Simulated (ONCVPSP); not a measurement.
# An ONCV potential for cerium, from input to tests

Do these settings give a usable potential? It is generated, then checked for transferability, scattering, ghosts and hardness.

Method: ONCVPSP 4.0.1, PBE, scalar-relativistic.

1 further run of the same task is left out (it didn't finish).

## (1) The design

Typed settings, in words:

| Property | Result |
| --- | --- |
| element | cerium (Ce, Z = 58) |
| type | optimised norm-conserving Vanderbilt (ONCV) |
| frozen core | [Kr] 4d10 5s2 |
| valence charge | 10 |
| reference configuration | 4f1 5p6 5d2 6s1 |
| partial waves | 6s: rc 3.20 bohr, ncon 5, nbas 10, qcut 2.2 1/bohr, 2 projectors, debl 4 Ha; 5p: rc 2.95 bohr, ncon 3, nbas 7, qcut 4.2 1/bohr, 2 projectors, debl 3.3 Ha; 5d: rc 4.00 bohr, ncon 3, nbas 8, qcut 3.4 1/bohr, 2 projectors, debl 1.3 Ha; 4f: rc 0.95 bohr, ncon 4, nbas 8, qcut 21.6 1/bohr, 2 projectors, debl 2.3 Ha |
| local potential | polynomial inside 0.90 bohr (lpopt 3, dvloc0 2 Ha) |
| core correction | Teter function fitted to the true core (icmod 2), fcfact 0.5 |

The outer shells as boxes (Hund's rule for the drawing; the calculation is spin-unpolarised):

```
[Kr] core
4d [↑↓][↑↓][↑↓][↑↓][↑↓]
5s [↑↓]
4f [↑ ][  ][  ][  ][  ][  ][  ]
5p [↑↓][↑↓][↑↓]
5d [↑ ][↑ ][  ][  ][  ]
6s [↑ ]
```

An earlier all-electron run gives the scale for the radii.

All-electron outer shells of the reference configuration (PBE, scalar-relativistic, ld1.x):

| shell | level (eV) | outermost node (bohr) | outermost maximum (bohr) |
| --- | --- | --- | --- |
| 5s | -39.00 | 0.75 | 1.37 |
| 5p | -21.75 | 0.81 | 1.55 |
| 4f | -3.79 | – | 0.71 |
| 6s | -3.19 | 1.83 | 3.87 |
| 5d | -2.11 | 0.92 | 2.23 |
| 6p | -1.05 | 2.18 | 5.22 |

## (2) Generation

Input file Ce.dat:

```
# ATOM AND REFERENCE CONFIGURATION
# atsym  z   nc   nv     iexc    psfile
  Ce 58.00   10    4        4      upf
#
#   n    l    f
    1    0    2.00
    2    0    2.00
    2    1    6.00
    3    0    2.00
    3    1    6.00
    3    2   10.00
    4    0    2.00
    4    1    6.00
    4    2   10.00
    5    0    2.00
    4    3    1.00
    5    1    6.00
    5    2    2.00
    6    0    1.00
#
# PSEUDOPOTENTIAL AND OPTIMIZATION
# lmax
    3
#
#   l,   rc,      ep,       ncon, nbas, qcut
    0    3.20    0.00    5   10    2.20
    1    2.95    0.00    3    7    4.20
    2    4.00    0.00    3    8    3.40
    3    0.95    0.00    4    8   21.60
#
# LOCAL POTENTIAL
# lloc, lpopt,  rc(5),   dvloc0
    4    3    0.90    2.00
#
# VANDERBILT-KLEINMAN-BYLANDER PROJECTORs
# l, nproj, debl
    0    2    4.00
    1    2    3.30
    2    2    1.30
    3    2    2.30
#
# MODEL CORE CHARGE
# icmod, fcfact, rcfact
    2    0.50    0.75
#
# LOG DERIVATIVE ANALYSIS
# epsh1, epsh2, depsh
   -2.00    5.00    0.02
#
# OUTPUT GRID
# rlmax, drl
    6.00    0.01
#
# TEST CONFIGURATIONS
# ncnf
    4
# nvcnf
#   n    l    f
    4
    4    3    1.00
    5    1    6.00
    5    2    1.00
    6    0    2.00
#
    4
    4    3    1.00
    5    1    6.00
    5    2    1.00
    6    0    1.00
#
    4
    4    3    1.00
    5    1    6.00
    5    2    1.00
    6    0    0.00
#
    4
    4    3    0.00
    5    1    6.00
    5    2    1.00
    6    0    2.00
#
```

Launch:

```console
$ oncvpsp.x < Ce.dat > Ce.out
```

Before running it: what results should come out? Wanted: cutoffs for 1 and 0.1 mHa per electron, occupied waves; bound ghosts; GHOST(+) flags; largest test error; largest phase difference near zero energy, channels read; rms error of d²Exc/dn², without and with the model core.

As calculated:

```
                                                quantity                               value
  cutoffs for 1 and 0.1 mHa per electron, occupied waves                   158 Ha and 181 Ha
                                            bound ghosts                     s at -210.99 eV
                                          GHOST(+) flags  p at 36 eV, p at 39 eV, d at 43 eV
                            largest test error (AE − PS)       -359 meV, for 4f0 5p6 5d1 6s2
largest phase difference near zero energy, channels read                           0.075 rad
 rms error of d²Exc/dn², without and with the model core                  21.48 and 7.63 mHa
```

A bound ghost (s) makes it unfit for use: electrons can fall into a state that the atom doesn't have. The worst unpolarised test, 4f0 5p6 5d1 6s2, is off by 359 meV on 11.5 eV; by total energies transferability rates as poor. The potential is very hard: the looser tolerance needs 158 Ha. At the looser tolerance the 4f wave is the slowest; 5p needs 5 Ha. Of the channels read, p scatters worst near zero energy, by up to 0.07 rad. The program also flags highly localised states, GHOST(+) (p, d). These are tests on the free atom; a crystal test is still owed.
